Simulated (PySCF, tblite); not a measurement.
**ClF4HO2Si2, a small molecule taken as a stand-in for a surface group (Si site with back bonds F, Cl, O[Si](F)(F)F): NMR shifts, core binding energies and electronic excitations**

Aim: the NMR shifts, core binding energies and electronic excitations of `O[Si](F)(Cl)O[Si](F)(F)F`.

Programs: tblite 0.8.0 and PySCF 2.14.0. All values are calculated, for the isolated system unless a continuum is named. Atoms count from 0, parts from 1.

## 1. The system as given

10 atoms, charge 0, multiplicity 1; geometry: distance geometry start.

## 2. Geometry optimisation with GFN2-xTB

Job settings and geometry (Å):

```
{"job": {"kind": "relax", "xc": "GFN2-xTB", "basis": "xTB"}, "charge": 0, "multiplicity": 1}
Si    -0.388675    -0.668854    -0.245888
F     -1.158516    -1.875680    -1.179124
Cl     1.418235    -0.099143    -1.200201
O     -0.048135    -1.329486     1.349046
Si     0.426899    -0.356169     2.766571
F      0.220311    -1.268114     4.144993
F      2.048149     0.065036     2.592542
F     -0.535234     1.029471     2.826636
O     -1.474331     0.705998    -0.091877
H     -2.439982     0.665745     0.091252
```

With the program's defaults for keys left out, this is: GFN2-xTB geometry optimisation, gas phase.

Run with:

```console
OMP_NUM_THREADS=1 python cluster_run.py task.json out
```

This one command runs all jobs of the session in turn.

**Question.** The jobs that follow are: PBE0-D3(BJ)/def2-SVP geometry optimisation, gas phase; GIAO PBE0/pcSseg-1 NMR shielding, non-relativistic, gas phase; delta-SCF UKS SCAN, pcX-2 on the ionised atom, pcseg-1 elsewhere, spin-free X2C; TDDFT CAM-B3LYP/def2-SVPD, vertical, gas phase, core orbitals frozen in the response. Predict: point group; rotational constants (main isotopes); ¹H shifts against TMS (PBE0/pcSseg-1); ²⁹Si shifts against TMS (PBE0/pcSseg-1); ¹⁹F shifts against CFCl3 (PBE0/pcSseg-1); ³⁵Cl shifts against HCl (PBE0/pcSseg-1); ¹⁷O shifts against H2O (PBE0/pcSseg-1); potential on the surface of density 0.002 e/bohr³, 1st and 99th percentile; O1s binding energies, SCAN/pcX-2; Si2p binding energies, SCAN/pcX-2 (standing for 1 of 2 atoms); F1s binding energies, SCAN/pcX-2 (standing for 1 of 4 atoms); Cl2p binding energies, SCAN/pcX-2; lowest singlet (CAM-B3LYP/def2-SVPD); brightest single state of those computed; lowest triplet; vertical ionisation energy (ΔSCF); vertical electron affinity (ΔSCF).

**Answer**, as computed:

| quantity | value |
| --- | --- |
| point group | C1 |
| rotational constants (main isotopes) | 1.57, 0.60, 0.55 GHz |
| ¹H shifts against TMS (PBE0/pcSseg-1) | 2.63 ppm |
| ²⁹Si shifts against TMS (PBE0/pcSseg-1) | -66.0, -105.9 ppm |
| ¹⁹F shifts against CFCl3 (PBE0/pcSseg-1) | -125.7, -156.0, -156.7, -160.5 ppm |
| ³⁵Cl shifts against HCl (PBE0/pcSseg-1) | 26 ppm |
| ¹⁷O shifts against H2O (PBE0/pcSseg-1) | 89.5, 63.6 ppm |
| potential on the surface of density 0.002 e/bohr³, 1st and 99th percentile | -0.72 V and 2.91 V |
| O1s binding energies, SCAN/pcX-2 | O8 540.11, O3 539.99 eV |
| Si2p binding energies, SCAN/pcX-2 (standing for 1 of 2 atoms) | Si0 110.72 eV |
| F1s binding energies, SCAN/pcX-2 (standing for 1 of 4 atoms) | F1 693.45 eV |
| Cl2p binding energies, SCAN/pcX-2 | Cl2 207.66 eV |
| lowest singlet (CAM-B3LYP/def2-SVPD) | 8.40 eV (148 nm), f = 0.002 |
| brightest single state of those computed | state 3, 8.77 eV, f = 0.080 |
| lowest triplet | 8.03 eV |
| vertical ionisation energy (ΔSCF) | 12.68 eV |
| vertical electron affinity (ΔSCF) | -0.53 eV (unbound: the value hangs on the basis) |

In words: The start of the PBE0/def2-SVP relaxation was shaken at random by about 0.01 Å, so part of the energy gained, and of the first lengths quoted, undoes that. The optimisation took 13 steps and gained 0.227 eV; among the close pairs (by a distance rule), Si0–Cl2 changed most, from 1.934 to 2.020 Å (PBE0/def2-SVP). At PBE0/pcSseg-1: Shielding is most anisotropic at Cl2 (span 237 ppm, paramagnetic term -231 ppm). At SCAN/pcX-2: The O1s levels kept as sound span 0.11 eV, from O3 (oxygen bonded to 2 Si) up to O8 (oxygen bonded to Si, H). The lowest singlet, at 8.40 eV, is HOMO→LUMO 0.66, HOMO−2→LUMO 0.14 and is weak; of the 6 states computed, the strongest absorption comes from state 3 at 8.77 eV. The lowest triplet lies 0.37 eV below the lowest singlet (triplets in Tamm-Dancoff, singlets in full TDDFT). The orbital energy would give 11.52 eV for ionisation, ΔSCF gives 12.68 eV.
